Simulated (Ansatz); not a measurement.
# GePH₂+ (triplet): wave-function methods side by side, cc-pVDZ

One table from this session's results is given with a row withheld; the runs are named, their logs left out.

Computed with Ansatz 0.2.0, Gaussian basis. Level: cc-pVDZ, core rule «outside noble gas», up to 19 orbitals frozen.

Plan: UHF; CCSD(T) on ROHF; CCSD(T) on UHF; BCCD(T) on ROHF; CISD; CCSDT(Q) on ROHF; CCSDT(Q) on UHF; CASSCF and MRCISD+Q, 10 electrons in 10 orbitals; CASSCF and NEVPT2, 10 electrons in 10 orbitals.

19 further runs of the same task are left out: 8 that didn't finish, 11 set aside as unsound or not needed.

**The geometry**

The geometry is a PBE0/def2-TZVP stationary point (not a proven minimum) of the parent state, kept for this charge and spin. No spin-orbit coupling is included. The filled d shell of Ge may be among the frozen orbitals whatever the setting's name suggests; the logs give the count.

4 atoms, charge 1, spin multiplicity 3.

Atoms are counted from 1 here; the program's logs count them from 0.

Bond lengths: Ge1–P2 2.136 Å, Ge1–H3 1.563 Å, P2–H4 1.422 Å. Angles: P2–Ge1–H3 116.8°, Ge1–P2–H4 95.7°.

Set-up of the first run:

The input, in.yaml:

```yaml
crystal:
  periodic: [false, false, false]
  atoms:
    - {symbol: Ge, position_ang: [0.000000, -0.056222, 0.638924]}
    - {symbol: P, position_ang: [0.000000, 0.131641, -1.488929]}
    - {symbol: H, position_ang: [0.000000, 1.272055, 1.463066]}
    - {symbol: H, position_ang: [0.000000, -1.265559, -1.754446]}
basis:
  gaussian: {orbitals: cc-pVDZ}
total_charge: 1
magnetization: {spin_polarized: true, initial_magnetization: 2}
hamiltonian: {xc: hf}
output: {orbitals: {seedname: orbitals}}
```

Run with:

```console
$ ansatz run in.yaml --threads 1 --pin off --events-out ev --progress --plain --max-ram 2393MiB
```

Steps of the session up to this table: UHF; CCSD(T) on ROHF; CCSD(T) on UHF; BCCD(T) on ROHF; CISD; CCSDT(Q) on ROHF; CCSDT(Q) on UHF; CASSCF and MRCISD+Q, 10 electrons in 10 orbitals; CASSCF and NEVPT2, 10 electrons in 10 orbitals.

One of the session's tables, all rows but one given; the rest of the session is left out.

| method | from UCCSDT(Q) (kcal/mol) |
| --- | --- |
| ROHF | +128.32 |
| UHF | +124.94 |
| RMP2 | +27.81 |
| UMP2 | +28.18 |
| CISD | +14.16 |
| RCCSD | +5.48 |
| UCCSD | +5.25 |
| RCCSD(T) | +1.25 |
| UCCSD(T) | +1.17 |
| BCCD(T) | +1.25 |
| RCCSDT | +0.37 |
| UCCSDT | ? |
| RCCSDT(Q) | +0.12 |
| UCCSDT(Q) | 0 |
| CASSCF valence | +82.66 |
| NEVPT2 valence | +20.74 |
| MRCISD valence | +6.00 |
| MRCISD+Q valence | +0.64 |

Q: Estimate the row for UCCSDT from the others.

As computed: from UCCSDT(Q) (kcal/mol): +0.26. In the column «from UCCSDT(Q) (kcal/mol)» it lies between RCCSDT(Q) (+0.12) and RCCSDT (+0.37).

Among the levels timed on like hardware and quicker than the yardstick, those that no quicker one beats, quickest first: CISD (1.5 s, +14.16 kcal/mol); RCCSD(T) (2.4 s, +1.25 kcal/mol); BCCD(T) (2.6 s, +1.25 kcal/mol); UCCSD(T) (2.6 s, +1.17 kcal/mol); MRCISD+Q valence (9 s, +0.64 kcal/mol).

Caveats from the session: Of the multireference levels listed MRCISD+Q valence comes nearest in total energy (+0.64 kcal/mol), which doesn't show that its space is the better one. Restricted and unrestricted rows rest on different reference determinants; where their highest levels disagree by more than a few hundredths of an eV, they describe different states and don't form one ladder.
